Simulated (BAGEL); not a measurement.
# C2H6OSi (SMILES CO[Si]C) at HF/3-21G (density fitting with qzvpp-jkfit)

Aim: the energy change on altering one bond length of C2H6OSi at HF/3-21G (density fitting with qzvpp-jkfit), from 2 runs. 

Program for the calculation: BAGEL 1.2.2.

1 further run of the same task is left out (set aside as unsound or not needed). Runs told in other sessions of the task aren't counted.

**1. The structure to begin with**

C2H6OSi: 10 atoms, total charge 0, spin state singlet. SMILES: `CO[Si]C`. The shape is that of a PBE0-D4/def2-TZVP optimisation. This is one conformer, not always the lowest.

Bond lengths: C1–O2 1.407 Å, O2–Si3 1.646 Å, Si3–C4 1.908 Å, C1–H5 1.093 Å, C1–H6 1.093 Å, C1–H7 1.093 Å, C4–H8 1.097 Å, C4–H9 1.097 Å, C4–H10 1.093 Å. Some angles: C1–O2–Si3 133.8°, O2–Si3–C4 103.0°, O2–C1–H5 109.2°, O2–C1–H6 112.4°, O2–C1–H7 109.1°, Si3–C4–H8 111.9°, Si3–C4–H9 111.9°, Si3–C4–H10 109.8°, H5–C1–H6 108.9°, H5–C1–H7 108.3°.

**2. The energy at HF/3-21G (density fitting with qzvpp-jkfit)**

calc.json reads:

```json
{ "bagel" : [

{
  "title" : "molecule",
  "basis" : "3-21g",
  "df_basis" : "qzvpp-jkfit",
  "angstrom" : true,
  "geometry" : [
    { "atom" : "C", "xyz" : [      -0.453800,       1.262700,      -0.782500 ] },
    { "atom" : "O", "xyz" : [       0.892900,       1.066700,      -0.423500 ] },
    { "atom" : "Si", "xyz" : [       1.695100,      -0.124400,       0.380400 ] },
    { "atom" : "C", "xyz" : [       0.308400,      -1.365000,       0.803300 ] },
    { "atom" : "H", "xyz" : [      -0.527200,       1.344800,      -1.869800 ] },
    { "atom" : "H", "xyz" : [      -1.097200,       0.445700,      -0.445300 ] },
    { "atom" : "H", "xyz" : [      -0.809600,       2.197600,      -0.342400 ] },
    { "atom" : "H", "xyz" : [      -0.184400,      -1.751200,      -0.097200 ] },
    { "atom" : "H", "xyz" : [      -0.467600,      -0.912400,       1.432500 ] },
    { "atom" : "H", "xyz" : [       0.726300,      -2.215800,       1.347400 ] }
  ]
},

{ "title" : "hf" },

{ "title" : "print", "file" : "orbitals.molden", "orbitals" : true }

]}
```

Started as:

```
$ BAGEL_NUM_THREADS=1 BAGEL calc.json > calc.out
```

What it wrote:

```text
* using 1 threads per process

  ===============================================================
  ===============================================================

  *** Geometry ***

  { "atom" : "C", "xyz" : [     -0.857558,      2.386157,     -1.478711 ] },
  { "atom" : "O", "xyz" : [      1.687336,      2.015771,     -0.800299 ] },
  { "atom" : "Si", "xyz" : [      3.203275,     -0.235082,      0.718852 ] },
  { "atom" : "C", "xyz" : [      0.582792,     -2.579476,      1.518017 ] },
  { "atom" : "H", "xyz" : [     -0.996264,      2.541304,     -3.533410 ] },
  { "atom" : "H", "xyz" : [     -2.073408,      0.842251,     -0.841495 ] },
  { "atom" : "H", "xyz" : [     -1.529922,      4.152862,     -0.647042 ] },
  { "atom" : "H", "xyz" : [     -0.348465,     -3.309288,     -0.183681 ] },
  { "atom" : "H", "xyz" : [     -0.883636,     -1.724186,      2.707033 ] },
  { "atom" : "H", "xyz" : [      1.372508,     -4.187255,      2.546217 ] },

  Number of auxiliary basis functions:      463

  Since a DF basis is specified, we compute 2- and 3-index integrals:
    o Being stored without compression. Storage requirement is 0.010 GB

  Number of basis functions:       52
  Number of electrons      :       40

    * METHOD: MOLECULE                             0.16

  *** RHF ***

  === Nuclear Repulsion ===
   160.1687469878

      * DIIS with orbital gradients will be used.

  === RHF iteration (3-21g) ===
      0       -440.53300900          0.02306203           0.03
      1       -440.61583260          0.01381486           0.03
      2       -440.65010642          0.00194579           0.03
      3       -440.65129389          0.00063407           0.03
      4       -440.65142641          0.00011568           0.03
      5       -440.65143859          0.00001941           0.03
      6       -440.65143887          0.00000506           0.03
      7       -440.65143889          0.00000190           0.03
      8       -440.65143889          0.00000055           0.03
      9       -440.65143889          0.00000023           0.03
     10       -440.65143889          0.00000007           0.03
     11       -440.65143889          0.00000002           0.03
     12       -440.65143889          0.00000001           0.03
    * SCF iteration converged.

    * Permanent dipole moment:
           (    1.044752,     0.219351,     0.074377) a.u.

    * METHOD: HF                                   0.47

    * METHOD: PRINT                                0.01

  ===============================================================
```

Run time: 0.76 s. Hardware: 1 thread of Arm Neoverse V1, shared host.

**3. The distorted shape at the same level**

hf.json reads:

```json
{ "bagel" : [

{
  "title" : "molecule",
  "basis" : "3-21g",
  "df_basis" : "qzvpp-jkfit",
  "angstrom" : true,
  "geometry" : [
    { "atom" : "C", "xyz" : [      -0.037818,       1.634855,      -0.909362 ] },
    { "atom" : "O", "xyz" : [       1.308882,       1.438855,      -0.550362 ] },
    { "atom" : "Si", "xyz" : [       2.111082,       0.247755,       0.253538 ] },
    { "atom" : "C", "xyz" : [       0.308400,      -1.365000,       0.803300 ] },
    { "atom" : "H", "xyz" : [      -0.111218,       1.716955,      -1.996662 ] },
    { "atom" : "H", "xyz" : [      -0.681218,       0.817855,      -0.572162 ] },
    { "atom" : "H", "xyz" : [      -0.393618,       2.569755,      -0.469262 ] },
    { "atom" : "H", "xyz" : [      -0.184400,      -1.751200,      -0.097200 ] },
    { "atom" : "H", "xyz" : [      -0.467600,      -0.912400,       1.432500 ] },
    { "atom" : "H", "xyz" : [       0.726300,      -2.215800,       1.347400 ] }
  ]
},

{ "title" : "hf" },

{ "title" : "print", "file" : "orbitals.molden", "orbitals" : true }

]}
```

Started as:

```
$ BAGEL_NUM_THREADS=1 BAGEL hf.json > hf.out
```

What it wrote:

```text
* using 1 threads per process

  ===============================================================
  ===============================================================

  *** Geometry ***

  { "atom" : "C", "xyz" : [     -0.071466,      3.089428,     -1.718445 ] },
  { "atom" : "O", "xyz" : [      2.473429,      2.719042,     -1.040033 ] },
  { "atom" : "Si", "xyz" : [      3.989367,      0.468189,      0.479117 ] },
  { "atom" : "C", "xyz" : [      0.582792,     -2.579476,      1.518017 ] },
  { "atom" : "H", "xyz" : [     -0.210172,      3.244575,     -3.773144 ] },
  { "atom" : "H", "xyz" : [     -1.287315,      1.545522,     -1.081229 ] },
  { "atom" : "H", "xyz" : [     -0.743830,      4.856133,     -0.886777 ] },
  { "atom" : "H", "xyz" : [     -0.348465,     -3.309288,     -0.183681 ] },
  { "atom" : "H", "xyz" : [     -0.883636,     -1.724186,      2.707033 ] },
  { "atom" : "H", "xyz" : [      1.372508,     -4.187255,      2.546217 ] },

  Number of auxiliary basis functions:      463

  Since a DF basis is specified, we compute 2- and 3-index integrals:
    o Being stored without compression. Storage requirement is 0.010 GB

  Number of basis functions:       52
  Number of electrons      :       40

    * METHOD: MOLECULE                             0.16

  *** RHF ***

  === Nuclear Repulsion ===
   150.2878307448

      * DIIS with orbital gradients will be used.

  === RHF iteration (3-21g) ===
      0       -440.46500001          0.02480206           0.03
      1       -440.56588703          0.01538484           0.03
      2       -440.60966161          0.00195749           0.03
      3       -440.61110684          0.00085211           0.03
      4       -440.61137786          0.00021127           0.03
      5       -440.61141686          0.00003540           0.03
      6       -440.61141773          0.00000939           0.03
      7       -440.61141778          0.00000374           0.03
      8       -440.61141779          0.00000100           0.03
      9       -440.61141779          0.00000043           0.03
     10       -440.61141779          0.00000015           0.03
     11       -440.61141779          0.00000005           0.03
     12       -440.61141779          0.00000002           0.03
     13       -440.61141779          0.00000001           0.03
    * SCF iteration converged.

    * Permanent dipole moment:
           (    0.537831,    -0.243672,     0.234116) a.u.

    * METHOD: HF                                   0.51

    * METHOD: PRINT                                0.01

  ===============================================================
```

It took 0.8 s on 1 thread of Arm Neoverse V1, shared host.

**4. Outcome**

Level: HF/3-21G (density fitting with qzvpp-jkfit).

| quantity | value |
| --- | --- |
| first shape: total energy | -440.65144 Eh |
| first shape: dipole moment | 2.72 D |
| first shape: HOMO energy | -8.43 eV |
| first shape: LUMO energy | 1.86 eV |
| first shape: HOMO–LUMO gap | 10.28 eV |
| distorted shape: total energy | -440.61142 Eh |
| distorted shape: dipole moment | 1.61 D |
| distorted shape: HOMO energy | -8.13 eV |
| distorted shape: LUMO energy | 1.34 eV |
| distorted shape: HOMO–LUMO gap | 9.47 eV |
| energy change with the Si3–C4 bond stretched from 1.908 to 2.480 Å | 1.089 eV |

**Reading.** With the Si3–C4 bond stretched from 1.908 to 2.480 Å the energy rises by 1.09 eV (105 kJ/mol). The first shape isn't relaxed at this level, so the change isn't measured from a minimum.
